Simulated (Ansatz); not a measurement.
**Alloy of Mg2Si and Mg2Ge (28 of 32 Si sites exchanged), 96 atoms**

Wanted: the relaxed alloy cell and its gap (PBEsol).

Program: Ansatz 0.2.0, PAW, plane waves. These are calculated values, not measurements.

### 1 Starting point

96 atoms (64 Mg, 28 Ge, 4 Si); a = 12.718 Å, b = 12.718 Å, c = 12.718 Å, α = 90.00°, β = 90.00°, γ = 90.00°. All atoms were shaken off their sites by about 0.02 Å along each axis.

Plan of the steps: (2) PBEsol cell relaxation at the single k point (¼, ¼, ¼), on 1 × NVIDIA GB200 with 8 threads of Arm Neoverse-V2.

### 2 Relaxing cell and atoms with PBEsol

The input, in.yaml:

```yaml
crystal:
  lattice:
    - [12.718044, 0.000000, 0.000000]
    - [0.000000, 12.718044, 0.000000]
    - [0.000000, 0.000000, 12.718044]
  atoms:
    - { symbol: Mg, position: [0.375895, 0.125209, 0.124221] }
    - { symbol: Mg, position: [0.374215, 0.125511, 0.625398] }
    - { symbol: Mg, position: [0.373618, 0.625319, 0.123863] }
    - { symbol: Mg, position: [0.377863, 0.623881, 0.625254] }
    - { symbol: Mg, position: [0.871751, 0.121376, 0.124675] }
    - { symbol: Mg, position: [0.876849, 0.126083, 0.621498] }
    - { symbol: Mg, position: [0.872331, 0.624501, 0.123289] }
    - { symbol: Mg, position: [0.874480, 0.623009, 0.627821] }
    - { symbol: Mg, position: [0.125728, 0.374217, 0.124640] }
    - { symbol: Mg, position: [0.124823, 0.374005, 0.625204] }
    - { symbol: Mg, position: [0.125109, 0.872848, 0.123635] }
    - { symbol: Mg, position: [0.125852, 0.874138, 0.624914] }
    - { symbol: Mg, position: [0.623342, 0.374243, 0.127266] }
    - { symbol: Mg, position: [0.623857, 0.373607, 0.626071] }
    - { symbol: Mg, position: [0.625773, 0.874304, 0.124468] }
    - { symbol: Mg, position: [0.625387, 0.874301, 0.627671] }
    - { symbol: Mg, position: [0.127407, 0.124744, 0.375132] }
    - { symbol: Mg, position: [0.125237, 0.123469, 0.873497] }
    - { symbol: Mg, position: [0.124830, 0.625265, 0.378185] }
    - { symbol: Mg, position: [0.126887, 0.623982, 0.873203] }
    - { symbol: Mg, position: [0.624295, 0.124199, 0.376650] }
    - { symbol: Mg, position: [0.628893, 0.126056, 0.875244] }
    - { symbol: Mg, position: [0.627226, 0.624796, 0.375457] }
    - { symbol: Mg, position: [0.627341, 0.625069, 0.875582] }
    - { symbol: Mg, position: [0.125451, 0.122547, 0.123550] }
    - { symbol: Mg, position: [0.127299, 0.123875, 0.624715] }
    - { symbol: Mg, position: [0.126743, 0.627730, 0.125176] }
    - { symbol: Mg, position: [0.125338, 0.623665, 0.626324] }
    - { symbol: Mg, position: [0.625760, 0.125589, 0.124460] }
    - { symbol: Mg, position: [0.625493, 0.125033, 0.624183] }
    - { symbol: Mg, position: [0.626735, 0.625172, 0.127722] }
    - { symbol: Mg, position: [0.625294, 0.625203, 0.622603] }
    - { symbol: Mg, position: [0.373975, 0.373512, 0.375836] }
    - { symbol: Mg, position: [0.376185, 0.373365, 0.874335] }
    - { symbol: Mg, position: [0.373795, 0.875942, 0.376062] }
    - { symbol: Mg, position: [0.373636, 0.876141, 0.874132] }
    - { symbol: Mg, position: [0.873800, 0.375859, 0.376397] }
    - { symbol: Mg, position: [0.874430, 0.375187, 0.875485] }
    - { symbol: Mg, position: [0.873400, 0.877345, 0.373441] }
    - { symbol: Mg, position: [0.871795, 0.872549, 0.875254] }
    - { symbol: Mg, position: [0.372194, 0.375768, 0.126653] }
    - { symbol: Mg, position: [0.373468, 0.374371, 0.621763] }
    - { symbol: Mg, position: [0.376777, 0.872421, 0.127271] }
    - { symbol: Mg, position: [0.374825, 0.874433, 0.624324] }
    - { symbol: Mg, position: [0.872673, 0.378579, 0.123896] }
    - { symbol: Mg, position: [0.874850, 0.375015, 0.621355] }
    - { symbol: Mg, position: [0.876372, 0.876594, 0.123949] }
    - { symbol: Mg, position: [0.874414, 0.872958, 0.626704] }
    - { symbol: Mg, position: [0.376301, 0.125028, 0.378441] }
    - { symbol: Mg, position: [0.373268, 0.123261, 0.878105] }
    - { symbol: Mg, position: [0.376532, 0.625324, 0.374665] }
    - { symbol: Mg, position: [0.374283, 0.623715, 0.873944] }
    - { symbol: Mg, position: [0.875861, 0.127714, 0.373199] }
    - { symbol: Mg, position: [0.875736, 0.126249, 0.874528] }
    - { symbol: Mg, position: [0.875115, 0.625996, 0.374702] }
    - { symbol: Mg, position: [0.875220, 0.620852, 0.875088] }
    - { symbol: Mg, position: [0.123642, 0.374577, 0.374675] }
    - { symbol: Mg, position: [0.123891, 0.372764, 0.874408] }
    - { symbol: Mg, position: [0.124546, 0.875735, 0.372453] }
    - { symbol: Mg, position: [0.122057, 0.873178, 0.872943] }
    - { symbol: Mg, position: [0.625282, 0.375730, 0.375653] }
    - { symbol: Mg, position: [0.625272, 0.376168, 0.873609] }
    - { symbol: Mg, position: [0.622949, 0.874343, 0.375839] }
    - { symbol: Mg, position: [0.622502, 0.875373, 0.875393] }
    - { symbol: Ge, position: [0.998093, 0.001185, 0.000251] }
    - { symbol: Ge, position: [0.002960, 0.997288, 0.501542] }
    - { symbol: Ge, position: [0.999329, 0.497791, 0.998284] }
    - { symbol: Ge, position: [0.999928, 0.501936, 0.499709] }
    - { symbol: Ge, position: [0.500589, 0.001106, 0.000363] }
    - { symbol: Ge, position: [0.500568, 0.998523, 0.498465] }
    - { symbol: Ge, position: [0.496413, 0.501554, 0.000476] }
    - { symbol: Ge, position: [0.498404, 0.500713, 0.497793] }
    - { symbol: Ge, position: [0.249650, 0.250941, 0.001317] }
    - { symbol: Ge, position: [0.248955, 0.251616, 0.497628] }
    - { symbol: Ge, position: [0.246642, 0.751271, 0.498757] }
    - { symbol: Ge, position: [0.753039, 0.250209, 0.996559] }
    - { symbol: Ge, position: [0.749425, 0.249798, 0.500242] }
    - { symbol: Ge, position: [0.749907, 0.750455, 0.000325] }
    - { symbol: Ge, position: [0.751654, 0.751808, 0.500873] }
    - { symbol: Ge, position: [0.249566, 0.998851, 0.247887] }
    - { symbol: Ge, position: [0.250343, 0.999630, 0.749616] }
    - { symbol: Ge, position: [0.251705, 0.500266, 0.250915] }
    - { symbol: Ge, position: [0.253150, 0.503167, 0.752459] }
    - { symbol: Ge, position: [0.751927, 0.999975, 0.248706] }
    - { symbol: Ge, position: [0.748814, 0.998236, 0.749688] }
    - { symbol: Ge, position: [0.748994, 0.500245, 0.249574] }
    - { symbol: Ge, position: [0.002040, 0.249579, 0.750226] }
    - { symbol: Ge, position: [0.002453, 0.751059, 0.252018] }
    - { symbol: Ge, position: [0.999384, 0.749077, 0.748628] }
    - { symbol: Ge, position: [0.497422, 0.251268, 0.749784] }
    - { symbol: Ge, position: [0.498770, 0.745641, 0.250293] }
    - { symbol: Ge, position: [0.499595, 0.749512, 0.751167] }
    - { symbol: Si, position: [0.248752, 0.749204, 0.001322] }
    - { symbol: Si, position: [0.748878, 0.501615, 0.752241] }
    - { symbol: Si, position: [0.999374, 0.248603, 0.251553] }
    - { symbol: Si, position: [0.498747, 0.251901, 0.250007] }
  symmetry: { detect: false }
kpoints:
  mp_grid: { grid: [1, 1, 1], shift: [0.25, 0.25, 0.25] }
hamiltonian:
  xc: pbesol
scf:
  occupations: { method: fermi_dirac, width: 0.01 }
relax:
  f_tol: 0.03
  max_steps: 80
  escape_saddle: false
  adjacent_minimum: "off"
  cell: { fix: [shape] }
output:
  forces: true
  eigenvalues: true
  populations: true
```

Launch:

```
> ansatz run in.yaml --threads 8 --pin off --max-ram 118750MiB --runs-dir r --events-out ev --progress --plain --backend cuda --devices 0, --max-vram 170GiB
```

**Question.** What will these runs give? Wanted: for each run, top filled to lowest empty.

The runs gave:

| level | time | top filled to lowest empty (eV) |
| --- | --- | --- |
| PBEsol, relaxation | 5.6 s (GPU) | 0.57 |

```
     quantity                                                                         value
   relaxation                                              4 recorded steps, 0.31 eV gained
largest shift                                                 0.07 Å (Mg5 and others alike)
 relaxed cell  a = 12.715 Å, b = 12.715 Å, c = 12.715 Å, α = 90.00°, β = 90.00°, γ = 90.00°
   mean bonds                                       Ge–Mg 2.754, Mg–Mg 3.179, Mg–Si 2.744 Å
```

**In words.** The relaxation lowers the energy by 0.31 eV; the largest shift is 0.07 Å (Mg5 and others alike), while the volume changes by -0.1 %. The mean lengths of the listed bonds run from Mg–Si 2.74 Å to Mg–Mg 3.18 Å. Spin–orbit coupling is left out, which matters for the band edges of the heavier elements here. With one k point the spacing samples only the states that fold onto it, so it can exceed the gap over the zone.
